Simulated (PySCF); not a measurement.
**B3H5O: spin-spin couplings and electronic excitations at several levels of theory**

How much do the spin-spin couplings and electronic excitations of B3H5O (`BBOB`) depend on the level of theory, and what does each level cost?

The runs use PySCF 2.14.0, with density-fitted response routines of our own; the level of theory stands in each step. All values are computed, except where a source is named. Atoms count from 0, in the outputs and in this text.

## Step 1: The starting structure

9 atoms, charge 0, multiplicity 1; geometry from: PBE0-D3(BJ)/def2-SVP.

Bonds of the start (Å): B0–B1 1.68, B1–O2 1.34, O2–B3 1.33, B0–H4 1.21, B0–H5 1.21, B1–H6 1.22, B3–H7 1.21, B3–H8 1.21.

## Step 2: J couplings: B3LYP/def2-TZVP

What the job is given:

```
{"job": {"kind": "j", "xc": "B3LYP", "basis": "def2-TZVP"}, "charge": 0, "multiplicity": 1}
B      2.233096    -0.193517     0.093982
B      0.925346     0.867419     0.140622
O     -0.359292     0.484325     0.145430
B     -1.626135     0.074115     0.161612
H      2.739969    -0.538620    -0.951013
H      2.766740    -0.591239     1.106569
H      1.138939     2.069080     0.171653
H     -2.202058    -0.073957    -0.892639
H     -2.153612    -0.133112     1.230999
```

Level: B3LYP/def2-TZVP indirect spin-spin coupling, non-relativistic, gas phase.

The run is started by

```
> OMP_NUM_THREADS=1 python probes_run.py task.json out
```

This one command runs all jobs of the session in turn.

What it wrote:

```text
coarse grid: 7448 points
cycle   1  E = -152.7975017982  dE =  1.363e-01  |g| = 6.536e-01  |ddm| = 2.320e+00
cycle   2  E = -152.5629132428  dE =  2.346e-01  |g| = 1.290e+00  |ddm| = 1.068e+00
cycle   3  E = -152.8715651814  dE = -3.087e-01  |g| = 7.777e-02  |ddm| = 7.222e-01
cycle   4  E = -152.8729142913  dE = -1.349e-03  |g| = 1.784e-02  |ddm| = 6.854e-02
cycle   5  E = -152.8730206652  dE = -1.064e-04  |g| = 3.536e-03  |ddm| = 2.466e-02
cycle   6  E = -152.8730246748  dE = -4.010e-06  |g| = 8.933e-04  |ddm| = 3.828e-03
final grid: 71696 points
cycle   7  E = -152.8724033052  dE = -5.211e-05  |g| = 1.952e-03  |ddm| = 1.035e-01
cycle   8  E = -152.8724035277  dE = -2.225e-07  |g| = 1.571e-03  |ddm| = 6.179e-03
cycle   9  E = -152.8724043067  dE = -7.790e-07  |g| = 2.850e-04  |ddm| = 1.634e-03
cycle  10  E = -152.8724043235  dE = -1.683e-08  |g| = 1.453e-04  |ddm| = 2.538e-04
cycle  11  E = -152.8724043272  dE = -3.710e-09  |g| = 5.351e-05  |ddm| = 8.926e-05
cycle  12  E = -152.8724043277  dE = -5.326e-10  |g| = 4.092e-06  |ddm| = 4.067e-05
converged SCF energy = -152.8724043277

Indirect spin-spin couplings (Hz)
  i      j    bonds     total        FC       PSO       DSO        SD
  0 B    1 B    1     84.456    84.722    -0.884     0.166     0.452
  0 B    2 O    2     -3.663    -4.268     0.603     0.018    -0.016
  0 B    3 B    3      0.832     0.710     0.217    -0.121     0.027
  0 B    4 H    1    122.098   123.711    -2.072     0.181     0.278
  0 B    5 H    1    121.870   123.483    -2.072     0.181     0.278
  0 B    6 H    2     14.342    14.343     0.162    -0.253     0.091
  0 B    7 H    4     -1.069    -1.037     0.210    -0.230    -0.011
  0 B    8 H    4     -1.075    -1.044     0.207    -0.227    -0.011
  1 B    2 O    1    -23.805   -29.317     5.880    -0.093    -0.275
  1 B    3 B    2      6.797     7.252    -0.122    -0.396     0.062
  1 B    4 H    2      5.377     5.351     0.085    -0.154     0.095
  1 B    5 H    2      5.368     5.341     0.084    -0.153     0.096
  1 B    6 H    1    126.056   126.269    -1.165     0.747     0.205
  1 B    7 H    3      1.216     1.390     0.426    -0.601     0.001
  1 B    8 H    3      1.147     1.318     0.422    -0.595     0.002
  2 O    3 B    1    -26.840   -32.216     5.937    -0.079    -0.481
  2 O    4 H    3     -0.438    -0.579     0.050     0.090     0.002
  2 O    5 H    3     -0.479    -0.620     0.049     0.090     0.001
  2 O    6 H    2     -3.212    -4.114     0.831     0.124    -0.054
  2 O    7 H    2     -6.648    -7.505     0.821     0.154    -0.116
  2 O    8 H    2     -6.468    -7.325     0.819     0.153    -0.116
  3 B    4 H    4     -0.320    -0.275     0.247    -0.292     0.000
  3 B    5 H    4     -0.304    -0.259     0.246    -0.291     0.000
  3 B    6 H    3      1.515     1.660     0.462    -0.620     0.012
  3 B    7 H    1    152.931   152.937    -0.969     0.614     0.349
  3 B    8 H    1    152.715   152.720    -0.969     0.615     0.349
  4 H    5 H    2     -8.510    -8.038     1.225    -1.981     0.284
  4 H    6 H    3     -1.421    -1.254     0.742    -0.934     0.024
  4 H    7 H    5      0.857     0.943     0.348    -0.432    -0.003
  4 H    8 H    5      0.613     0.786     0.603    -0.778     0.002
  5 H    6 H    3     -1.435    -1.269     0.740    -0.929     0.024
  5 H    7 H    5      0.597     0.770     0.605    -0.780     0.002
  5 H    8 H    5      0.862     0.946     0.341    -0.422    -0.003
  6 H    7 H    4     -2.243    -2.012     0.888    -1.125     0.006
  6 H    8 H    4     -2.241    -2.012     0.883    -1.119     0.006
  7 H    8 H    2     18.064    18.432     1.479    -2.053     0.207
```

Run time: 16 s. Hardware: 1 thread of Arm Neoverse V1, shared host; peak memory 0.61 GiB.

The basis is not made for couplings: without tight functions at the nuclei these values are rough.

Couplings of 1 Hz or more, nine at most for each number of bonds, with means over like pairs (isotopes 11B, 1H, 17O):

```tsv
pair	bonds	J (Hz)	Fermi contact (Hz)	dihedral (°)
B3–H7	1	152.8	152.8	–
B1–H6	1	126.1	126.3	–
B0–H4	1	122.0	123.6	–
B0–B1	1	84.5	84.7	–
O2–B3	1	-26.8	-32.2	–
B1–O2	1	-23.8	-29.3	–
H7–H8	2	18.1	18.4	–
B0–H6	2	14.3	14.3	–
H4–H5	2	-8.5	-8.0	–
B1–B3	2	6.8	7.3	–
O2–H7	2	-6.6	-7.4	–
B1–H4	2	5.4	5.3	–
B0–O2	2	-3.7	-4.3	–
O2–H6	2	-3.2	-4.1	–
B3–H6	3	1.5	1.7	–
H4–H6	3	-1.4	-1.3	-88
B1–H7	3	1.2	1.4	–
H6–H7	4	-2.2	-2.0	–
B0–H7	4	-1.1	-1.0	–
```

Quadrupole couplings from the field gradients of the same density:

```tsv
atom	isotope	eQq/h (MHz)	η
B0	11B	6.495	0.16
O2	17O	-4.535	0.19
B1	11B	4.352	0.55
B3	11B	4.244	0.48
```

## Step 3: J couplings: B3LYP/cc-pVTZ

The job, as its differences from that of step 2:

```diff
@@ -1,2 +1,2 @@
-{"job": {"kind": "j", "xc": "B3LYP", "basis": "def2-TZVP"}, "charge": 0, "multiplicity": 1}
+{"job": {"kind": "j", "xc": "B3LYP", "basis": "cc-pVTZ"}, "charge": 0, "multiplicity": 1}
 B      2.233096    -0.193517     0.093982
```

With the program's defaults for keys left out, this is: B3LYP/cc-pVTZ indirect spin-spin coupling, non-relativistic, gas phase.

What it wrote:

```text
coarse grid: 7448 points
cycle   1  E = -152.7928724437  dE =  1.346e-01  |g| = 6.529e-01  |ddm| = 6.477e+00
cycle   2  E = -152.5623616246  dE =  2.305e-01  |g| = 1.285e+00  |ddm| = 2.054e+00
cycle   3  E = -152.8661155196  dE = -3.038e-01  |g| = 7.935e-02  |ddm| = 1.283e+00
cycle   4  E = -152.8675069689  dE = -1.391e-03  |g| = 1.772e-02  |ddm| = 1.699e-01
cycle   5  E = -152.8676105140  dE = -1.035e-04  |g| = 3.599e-03  |ddm| = 5.555e-02
cycle   6  E = -152.8676146235  dE = -4.109e-06  |g| = 8.908e-04  |ddm| = 9.732e-03
final grid: 71696 points
cycle   7  E = -152.8695261695  dE = -5.782e-05  |g| = 1.821e-03  |ddm| = 5.480e-02
cycle   8  E = -152.8695263672  dE = -1.977e-07  |g| = 1.476e-03  |ddm| = 7.174e-03
cycle   9  E = -152.8695270418  dE = -6.746e-07  |g| = 2.986e-04  |ddm| = 3.663e-03
cycle  10  E = -152.8695270569  dE = -1.512e-08  |g| = 1.856e-04  |ddm| = 6.412e-04
cycle  11  E = -152.8695270628  dE = -5.930e-09  |g| = 4.874e-05  |ddm| = 2.527e-04
cycle  12  E = -152.8695270633  dE = -4.721e-10  |g| = 4.249e-06  |ddm| = 7.435e-05
converged SCF energy = -152.8695270633

Indirect spin-spin couplings (Hz)
  i      j    bonds     total        FC       PSO       DSO        SD
  0 B    1 B    1     68.677    68.980    -0.919     0.166     0.451
  0 B    2 O    2     -2.932    -3.525     0.590     0.018    -0.015
  0 B    3 B    3      0.339     0.210     0.224    -0.121     0.026
  0 B    4 H    1    126.544   127.846    -1.973     0.161     0.511
  0 B    5 H    1    126.305   127.606    -1.973     0.162     0.510
  0 B    6 H    2      9.845     9.855     0.162    -0.254     0.081
  0 B    7 H    4     -0.990    -0.965     0.217    -0.230    -0.011
  0 B    8 H    4     -0.996    -0.972     0.215    -0.228    -0.011
  1 B    2 O    1    -24.486   -30.093     5.994    -0.094    -0.292
  1 B    3 B    2      3.014     3.434    -0.085    -0.394     0.060
  1 B    4 H    2      3.816     3.781     0.107    -0.157     0.085
  1 B    5 H    2      3.811     3.775     0.106    -0.155     0.086
  1 B    6 H    1    128.409   128.340    -1.093     0.723     0.438
  1 B    7 H    3      0.750     0.887     0.459    -0.601     0.005
  1 B    8 H    3      0.672     0.806     0.455    -0.595     0.006
  2 O    3 B    1    -29.117   -34.622     6.082    -0.080    -0.496
  2 O    4 H    3     -0.307    -0.443     0.048     0.090    -0.001
  2 O    5 H    3     -0.346    -0.482     0.047     0.090    -0.002
  2 O    6 H    2     -1.784    -2.682     0.833     0.125    -0.060
  2 O    7 H    2     -4.828    -5.677     0.817     0.155    -0.123
  2 O    8 H    2     -4.670    -5.519     0.816     0.155    -0.123
  3 B    4 H    4     -0.317    -0.286     0.262    -0.292    -0.000
  3 B    5 H    4     -0.304    -0.273     0.260    -0.291    -0.001
  3 B    6 H    3      0.847     0.955     0.494    -0.620     0.019
  3 B    7 H    1    149.087   148.820    -0.899     0.592     0.573
  3 B    8 H    1    148.842   148.574    -0.898     0.593     0.573
  4 H    5 H    2     -8.824    -8.505     1.372    -2.007     0.316
  4 H    6 H    3     -1.293    -1.172     0.798    -0.941     0.022
  4 H    7 H    5      0.896     0.961     0.372    -0.434    -0.002
  4 H    8 H    5      0.648     0.783     0.644    -0.781     0.002
  5 H    6 H    3     -1.308    -1.189     0.795    -0.937     0.023
  5 H    7 H    5      0.632     0.766     0.646    -0.783     0.002
  5 H    8 H    5      0.902     0.965     0.363    -0.424    -0.002
  6 H    7 H    4     -2.196    -2.017     0.943    -1.130     0.008
  6 H    8 H    4     -2.195    -2.017     0.938    -1.123     0.008
  7 H    8 H    2     17.567    17.850     1.597    -2.079     0.198
```

Run time: 20 s. Hardware: 1 thread of Arm Neoverse V1, shared host; peak memory 0.72 GiB.

The basis is not made for couplings: without tight functions at the nuclei these values are rough.

In short: J(B3,H7) 149.0 Hz, J(B1,H6) 128.4 Hz, J(B0,H4) 126.4 Hz (means over like pairs).

## Step 4: Indirect couplings: B3LYP/6-31G*

The job, as its differences from that of step 3:

```diff
@@ -1,2 +1,2 @@
-{"job": {"kind": "j", "xc": "B3LYP", "basis": "cc-pVTZ"}, "charge": 0, "multiplicity": 1}
+{"job": {"kind": "j", "xc": "B3LYP", "basis": "6-31G*"}, "charge": 0, "multiplicity": 1}
 B      2.233096    -0.193517     0.093982
```

Level: B3LYP/6-31G* indirect spin-spin coupling, non-relativistic, gas phase.

What it wrote:

```text
coarse grid: 7448 points
cycle   1  E = -152.7650472438  dE =  1.254e-01  |g| = 5.927e-01  |ddm| = 2.557e+00
cycle   2  E = -152.5653344900  dE =  1.997e-01  |g| = 1.171e+00  |ddm| = 1.103e+00
cycle   3  E = -152.8327135748  dE = -2.674e-01  |g| = 5.628e-02  |ddm| = 7.867e-01
cycle   4  E = -152.8334900213  dE = -7.764e-04  |g| = 1.388e-02  |ddm| = 6.893e-02
cycle   5  E = -152.8335589277  dE = -6.891e-05  |g| = 2.616e-03  |ddm| = 1.969e-02
cycle   6  E = -152.8335612351  dE = -2.307e-06  |g| = 6.753e-04  |ddm| = 3.819e-03
final grid: 71696 points
cycle   7  E = -152.8104308736  dE = -1.025e-05  |g| = 1.550e-03  |ddm| = 1.170e-02
cycle   8  E = -152.8104310828  dE = -2.092e-07  |g| = 1.443e-03  |ddm| = 4.008e-03
cycle   9  E = -152.8104317321  dE = -6.493e-07  |g| = 3.607e-04  |ddm| = 1.804e-03
cycle  10  E = -152.8104317565  dE = -2.439e-08  |g| = 6.780e-05  |ddm| = 2.414e-04
cycle  11  E = -152.8104317574  dE = -9.043e-10  |g| = 3.120e-05  |ddm| = 7.650e-05
converged SCF energy = -152.8104317574

Indirect spin-spin couplings (Hz)
  i      j    bonds     total        FC       PSO       DSO        SD
  0 B    1 B    1    102.731   102.916    -0.780     0.164     0.431
  0 B    2 O    2     -2.579    -3.073     0.492     0.018    -0.017
  0 B    3 B    3      1.522     1.441     0.180    -0.121     0.023
  0 B    4 H    1    137.289   138.819    -2.148     0.235     0.383
  0 B    5 H    1    137.070   138.600    -2.147     0.235     0.382
  0 B    6 H    2     13.029    13.068     0.157    -0.247     0.051
  0 B    7 H    4     -1.176    -1.107     0.171    -0.229    -0.011
  0 B    8 H    4     -1.182    -1.114     0.169    -0.226    -0.011
  1 B    2 O    1    -30.583   -35.425     5.169    -0.099    -0.228
  1 B    3 B    2      2.072     2.549    -0.115    -0.393     0.031
  1 B    4 H    2      5.006     5.011     0.078    -0.150     0.067
  1 B    5 H    2      4.998     5.001     0.078    -0.148     0.068
  1 B    6 H    1    143.330   143.491    -1.244     0.795     0.288
  1 B    7 H    3      2.343     2.654     0.278    -0.595     0.007
  1 B    8 H    3      2.299     2.606     0.275    -0.589     0.008
  2 O    3 B    1    -32.174   -36.917     5.239    -0.084    -0.411
  2 O    4 H    3     -0.736    -0.881     0.055     0.088     0.003
  2 O    5 H    3     -0.766    -0.911     0.055     0.088     0.002
  2 O    6 H    2     -1.130    -2.050     0.829     0.118    -0.027
  2 O    7 H    2     -3.950    -4.846     0.821     0.147    -0.073
  2 O    8 H    2     -3.809    -4.704     0.821     0.147    -0.072
  3 B    4 H    4     -0.373    -0.265     0.181    -0.290     0.000
  3 B    5 H    4     -0.359    -0.251     0.180    -0.288    -0.000
  3 B    6 H    3      3.253     3.535     0.313    -0.615     0.019
  3 B    7 H    1    166.312   166.255    -1.025     0.659     0.423
  3 B    8 H    1    166.098   166.041    -1.025     0.659     0.422
  4 H    5 H    2    -10.497    -9.377     0.569    -1.915     0.225
  4 H    6 H    3     -1.779    -1.378     0.497    -0.911     0.013
  4 H    7 H    5      0.785     0.981     0.232    -0.426    -0.002
  4 H    8 H    5      0.436     0.775     0.430    -0.770     0.001
  5 H    6 H    3     -1.795    -1.396     0.495    -0.907     0.013
  5 H    7 H    5      0.420     0.759     0.431    -0.771     0.001
  5 H    8 H    5      0.792     0.984     0.226    -0.416    -0.002
  6 H    7 H    4     -2.822    -2.327     0.615    -1.112     0.002
  6 H    8 H    4     -2.822    -2.329     0.611    -1.106     0.002
  7 H    8 H    2     15.758    16.697     0.926    -1.985     0.119
```

It took 5.3 s on 1 thread of Arm Neoverse V1, shared host; peak memory 0.44 GiB.

This basis has no tight s functions, so the Fermi-contact terms are rough.

In short: J(B3,H7) 166.2 Hz, J(B1,H6) 143.3 Hz, J(B0,H4) 137.2 Hz (means over like pairs).

## Step 5: Ultraviolet spectrum: HF/def2-SVPD

The job, as its differences from that of step 4:

```diff
@@ -1,2 +1,2 @@
-{"job": {"kind": "j", "xc": "B3LYP", "basis": "6-31G*"}, "charge": 0, "multiplicity": 1}
+{"job": {"kind": "uv", "xc": "HF", "basis": "def2-SVPD", "ip": true}, "charge": 0, "multiplicity": 1}
 B      2.233096    -0.193517     0.093982
```

Method: TDDFT HF/def2-SVPD, vertical, gas phase, core orbitals frozen in the response.

What it wrote:

```text
final grid: 71696 points
cycle   1  E = -151.6673000697  dE =  2.998e-01  |g| = 4.939e-01  |ddm| = 2.977e+00
cycle   2  E = -151.7301209824  dE = -6.282e-02  |g| = 2.619e-01  |ddm| = 8.678e-01
cycle   3  E = -151.7436795941  dE = -1.356e-02  |g| = 6.823e-02  |ddm| = 2.925e-01
cycle   4  E = -151.7451504401  dE = -1.471e-03  |g| = 6.720e-03  |ddm| = 1.587e-01
cycle   5  E = -151.7451819466  dE = -3.151e-05  |g| = 1.877e-03  |ddm| = 2.929e-02
cycle   6  E = -151.7451863107  dE = -4.364e-06  |g| = 7.757e-04  |ddm| = 7.932e-03
cycle   7  E = -151.7451873000  dE = -9.893e-07  |g| = 3.021e-04  |ddm| = 2.609e-03
cycle   8  E = -151.7451874768  dE = -1.768e-07  |g| = 6.958e-05  |ddm| = 1.426e-03
cycle   9  E = -151.7451874830  dE = -6.143e-09  |g| = 1.635e-05  |ddm| = 3.298e-04
cycle  10  E = -151.7451874832  dE = -2.217e-10  |g| = 4.388e-06  |ddm| = 7.412e-05
converged SCF energy = -151.7451874832

Static polarisability (au): isotropic 45.050, principal 40.056 40.641 54.453

Singlet excitations
state   eV       nm        f      main configurations
  1   5.1357    241.4   0.00353   H->L 0.70
  2   6.2513    198.3   0.00118   H->L+4 0.78
  3   6.5318    189.8   0.00003   H-2->L 0.67, H-2->L+1 0.10
  4   6.9257    179.0   0.00000   H-1->L+2 0.55, H-1->L+5 0.21, H-1->L+17 0.09
  5   8.6777    142.9   0.22421   H->L+1 0.40, H->L+2 0.35, H->L+3 0.11
  6   8.8587    140.0   0.08050   H->L+2 0.35, H->L+1 0.30, H->L+5 0.10
  7   9.1525    135.5   0.02575   H-1->L 0.69, H-1->L+1 0.12
  8   9.5862    129.3   0.35697   H-1->L+4 0.67, H->L+2 0.11
  9   9.6676    128.2   0.04868   H->L+5 0.23, H-3->L 0.19, H->L+3 0.16
 10   9.9040    125.2   0.06484   H->L+5 0.43, H-3->L 0.17, H->L+7 0.13

Triplet excitations (Tamm-Dancoff, eV): 4.1044 5.3636 5.5056 6.0958
Vertical ionisation energy (delta-SCF) = 9.8781 eV
```

Wall time 4.5 s (1 thread of Arm Neoverse V1, shared host); peak memory 0.44 GiB.

Frontier orbitals and where they lie:

```tsv
orbital	eV	atoms
HOMO−3	-15.05	B1 23 %, B0 22 %, O2 18 %
HOMO−2	-13.43	B0 44 %, H5 22 %, H4 22 %
HOMO−1	-12.20	B3 31 %, O2 26 %, H8 18 %
HOMO	-11.19	B1 29 %, B0 26 %, O2 19 %
LUMO	1.45	B0 34 %, B1 22 %, B3 16 %
LUMO+1	2.06	B0 31 %, B1 27 %, B3 24 %
LUMO+2	2.33	O2 30 %, B3 22 %, B0 19 %
```

With each of the 10 states as a Gaussian band of 0.4 eV half-width at 1/e, the curve within the window shown has maxima at 142 nm (ε 12,000), 130 nm (ε 18,000) L/(mol cm). Beyond the last state computed it falls off for lack of states. The curve at chosen wavelengths:

```json
{"nm": "122", "ε (L/mol/cm)": "3154"}
{"nm": "128", "ε (L/mol/cm)": "17091"}
{"nm": "134", "ε (L/mol/cm)": "12155"}
{"nm": "140", "ε (L/mol/cm)": "11542"}
{"nm": "146", "ε (L/mol/cm)": "9482"}
{"nm": "152", "ε (L/mol/cm)": "2164"}
{"nm": "158", "ε (L/mol/cm)": "164"}
{"nm": "164", "ε (L/mol/cm)": "5"}
{"nm": "170", "ε (L/mol/cm)": "0"}
{"nm": "176", "ε (L/mol/cm)": "1"}
{"nm": "182", "ε (L/mol/cm)": "7"}
{"nm": "188", "ε (L/mol/cm)": "22"}
{"nm": "194", "ε (L/mol/cm)": "42"}
{"nm": "201", "ε (L/mol/cm)": "47"}
{"nm": "207", "ε (L/mol/cm)": "34"}
{"nm": "213", "ε (L/mol/cm)": "23"}
{"nm": "219", "ε (L/mol/cm)": "29"}
{"nm": "225", "ε (L/mol/cm)": "58"}
{"nm": "231", "ε (L/mol/cm)": "99"}
{"nm": "237", "ε (L/mol/cm)": "133"}
{"nm": "243", "ε (L/mol/cm)": "142"}
{"nm": "249", "ε (L/mol/cm)": "125"}
{"nm": "255", "ε (L/mol/cm)": "92"}
{"nm": "261", "ε (L/mol/cm)": "59"}
{"nm": "267", "ε (L/mol/cm)": "33"}
{"nm": "273", "ε (L/mol/cm)": "17"}
```

Further results of this job:

```tsv
property	computed
dipole moment (D)	0.15
polarisability (Å³)	6.68
HOMO–LUMO gap (eV)	12.63
−ε(HOMO) (eV)	11.19
```

## Step 6: TDDFT and polarisability: LDA/def2-SVPD

The job, as its differences from that of step 5:

```diff
@@ -1,2 +1,2 @@
-{"job": {"kind": "uv", "xc": "HF", "basis": "def2-SVPD", "ip": true}, "charge": 0, "multiplicity": 1}
+{"job": {"kind": "uv", "xc": "LDA", "basis": "def2-SVPD", "ip": true}, "charge": 0, "multiplicity": 1}
 B      2.233096    -0.193517     0.093982
```

Method: TDDFT LDA/def2-SVPD, vertical, gas phase, core orbitals frozen in the response.

What it wrote:

```text
coarse grid: 7448 points
cycle   1  E = -151.1241648978  dE =  8.329e-02  |g| = 6.065e-01  |ddm| = 4.134e+00
cycle   2  E = -150.6444153305  dE =  4.797e-01  |g| = 1.639e+00  |ddm| = 1.796e+00
cycle   3  E = -151.1976336592  dE = -5.532e-01  |g| = 1.263e-01  |ddm| = 1.162e+00
cycle   4  E = -151.2019831406  dE = -4.349e-03  |g| = 3.833e-02  |ddm| = 3.597e-01
cycle   5  E = -151.2024967191  dE = -5.136e-04  |g| = 1.083e-02  |ddm| = 1.046e-01
cycle   6  E = -151.2025348532  dE = -3.813e-05  |g| = 3.997e-03  |ddm| = 2.470e-02
cycle   7  E = -151.2025397145  dE = -4.861e-06  |g| = 7.090e-04  |ddm| = 6.537e-03
final grid: 71696 points
cycle   8  E = -151.2477361277  dE = -2.635e-05  |g| = 1.724e-03  |ddm| = 5.670e-02
cycle   9  E = -151.2477357255  dE =  4.022e-07  |g| = 2.323e-03  |ddm| = 6.617e-03
cycle  10  E = -151.2477369804  dE = -1.255e-06  |g| = 9.989e-04  |ddm| = 3.425e-03
cycle  11  E = -151.2477371626  dE = -1.822e-07  |g| = 1.840e-04  |ddm| = 9.647e-04
cycle  12  E = -151.2477371724  dE = -9.763e-09  |g| = 2.314e-05  |ddm| = 3.734e-04
cycle  13  E = -151.2477371726  dE = -2.015e-10  |g| = 7.075e-06  |ddm| = 8.461e-05
converged SCF energy = -151.2477371726

Static polarisability (au): isotropic 57.414, principal 45.617 47.656 78.970

Singlet excitations
state   eV       nm        f      main configurations
  1   3.7538    330.3   0.00738   H->L 0.99
  2   3.9698    312.3   0.00014   H-1->L 1.00
  3   5.2083    238.1   0.00186   H->L+2 0.97
  4   5.2692    235.3   0.08014   H->L+1 0.90
  5   5.4208    228.7   0.00013   H-2->L 0.99
  6   5.5788    222.2   0.00006   H-1->L+1 0.97
  7   6.0234    205.8   0.34044   H-1->L+2 0.89
  8   6.5279    189.9   0.01752   H-3->L 0.97
  9   6.6142    187.5   0.00001   H-2->L+1 1.00
 10   7.0822    175.1   0.00915   H->L+3 0.98

Triplet excitations (Tamm-Dancoff, eV): 3.1548 3.9158 4.6493 4.7024
Vertical ionisation energy (delta-SCF) = 10.1831 eV
Vertical electron affinity (delta-SCF) = 0.4840 eV
```

It took 24 s on 1 thread of Arm Neoverse V1, shared host; peak memory 0.44 GiB.

In short: HOMO -6.86 eV, LUMO -3.42 eV; lowest singlet 3.75 eV.

[end of part 1 of 2]
